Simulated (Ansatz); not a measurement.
# F2H4OSi2: up Jacob's ladder to CCSD(T)

Aim: compute F2H4OSi2 with functionals from several rungs and with coupled cluster. The yardstick is the atomisation energy at the CCSD(T) limit.

The runs use Ansatz 0.2.0, Gaussian basis; functionals in def2-TZVPP, the program's frozen cores in correlated methods.

Plan: LDA (SPW92), PBE-D4, revPBE-D4, BLYP-D4, r2SCAN-D4, B97M-V, PBE0-D4, B3LYP-D4, r2SCANh-D4, r2SCAN0-D4, HSE06-D4, BHLYP-D4, CAM-B3LYP-D4, LC-ωPBE, ωB97X-V, ωB97M-V, B2PLYP, PBE-QIDH; CCSD(T)/def2-SVP; CCSD(T)/def2-TZVPP; MP2/def2-QZVPP; extrapolation to the limit; RPA on PBE.

### Step 1. The geometry

An earlier PBE0-D4 in a triple-zeta def2 set relaxation fixed the geometry.

SMILES `F[SiH](F)O[SiH3]`, 9 atoms, charge 0, spin multiplicity 1.

Atoms are counted from 1 here; the program's logs count them from 0.

Bond lengths: F1–Si2 1.582 Å, Si2–F3 1.582 Å, Si2–O4 1.599 Å, Si2–H6 1.464 Å, O4–Si5 1.645 Å, Si5–H7 1.481 Å, Si5–H8 1.483 Å, Si5–H9 1.483 Å. Angles: F1–Si2–F3 106.6°, F1–Si2–O4 110.0°, F1–Si2–H6 109.5°, F3–Si2–O4 110.0°, F3–Si2–H6 109.5°, O4–Si2–H6 111.1°, Si2–O4–Si5 153.2°, O4–Si5–H7 107.6°, O4–Si5–H8 109.5°, O4–Si5–H9 109.5°, H7–Si5–H8 110.1°, H7–Si5–H9 110.1°, H8–Si5–H9 109.9°.

### Step 2. LDA

This LDA is Slater exchange with PW92 correlation.

in.yaml reads:

```yaml
crystal:
  periodic: [false, false, false]
  atoms:
    - {symbol: F, position_ang: [-1.121171, 1.581541, 1.457894]}
    - {symbol: Si, position_ang: [-1.359508, 0.734497, 0.143377]}
    - {symbol: F, position_ang: [-1.297576, 1.750715, -1.067293]}
    - {symbol: O, position_ang: [-0.214911, -0.371873, -0.010698]}
    - {symbol: Si, position_ang: [1.351536, -0.853143, -0.152543]}
    - {symbol: H, position_ang: [-2.685731, 0.117153, 0.194655]}
    - {symbol: H, position_ang: [1.359212, -2.331347, -0.246793]}
    - {symbol: H, position_ang: [2.114232, -0.413696, 1.040930]}
    - {symbol: H, position_ang: [1.942318, -0.260248, -1.376730]}
basis:
  gaussian: {orbitals: def2-TZVPP}
hamiltonian: {xc: lda}
output: {orbitals: {seedname: orbitals}}
```

Launch:

```
ansatz run in.yaml --threads 4 --pin off --events-out ev --progress --plain --max-ram 10444MiB
```

Further steps of the session: PBE-D4 (GGA); revPBE-D4 (GGA); BLYP-D4 (GGA); r2SCAN-D4 (meta-GGA); B97M-V (meta-GGA); B3LYP-D4 (hybrid); r2SCANh-D4 (hybrid); r2SCAN0-D4 (hybrid); HSE06-D4 (hybrid); BHLYP-D4 (hybrid); CAM-B3LYP-D4 (range-separated); LC-ωPBE (range-separated); ωB97X-V (range-separated); ωB97M-V (range-separated); B2PLYP (double hybrid); PBE-QIDH (double hybrid); CCSD(T) in def2-SVP; CCSD(T) in def2-TZVPP; MP2 in def2-QZVPP; RPA on PBE orbitals.

Before running them: what should the planned runs give, taken together? Wanted: atomisation energy, CCSD(T)/CBS; farthest beyond LDA; mean size of error, GGA; mean size of error, meta-GGA; mean size of error, hybrid; mean size of error, range-separated; mean size of error, double hybrid; gap, smallest and largest; T1 diagnostic.

The runs gave:

| quantity | value |
| --- | --- |
| atomisation energy, CCSD(T)/CBS | 3478.0 kJ/mol |
| functionals within 17.4 kJ/mol (0.5 %) | CAM-B3LYP-D4, ωB97X-V |
| farthest beyond LDA | revPBE-D4 (-133.9 kJ/mol) |
| mean size of error, GGA | 80.4 kJ/mol |
| mean size of error, meta-GGA | 29.0 kJ/mol |
| mean size of error, hybrid | 87.6 kJ/mol |
| mean size of error, range-separated | 26.7 kJ/mol |
| mean size of error, double hybrid | 70.1 kJ/mol |
| gap, smallest and largest | 6.87 eV (LDA (SPW92)), 14.43 eV (LC-ωPBE) |
| T1 diagnostic | 0.0116 |
| triples share of the correlation energy | 2.9 % |

**Reading.** LDA overbinds by 390.8 kJ/mol (11 %). PBE-D4 is off by -48.6 kJ/mol. Double hybrids carry the basis error of their MP2 part in triple zeta, and no dispersion term here, so their miss is partly the set-up's. Taken by rung, range-separated functionals do best (26.7 kJ/mol on average) and hybrid ones worst beyond LDA (87.6 kJ/mol). The gap between the best rungs is small, so their order is not settled. The mean of the hybrids holds BHLYP, with half exact exchange. Misses under about 17.4 kJ/mol are within the doubt on the reference itself, which lacks core-valence correlation, relativity and higher excitations. Hartree-Fock recovers 75 % of the binding; the rest is correlation. CCSD(T) in def2-SVP is off by -311.5 kJ/mol, so the small basis spoils what the method gains. The gap grows from 6.9 to 14.4 eV across the functionals, mostly with the share of exact exchange.
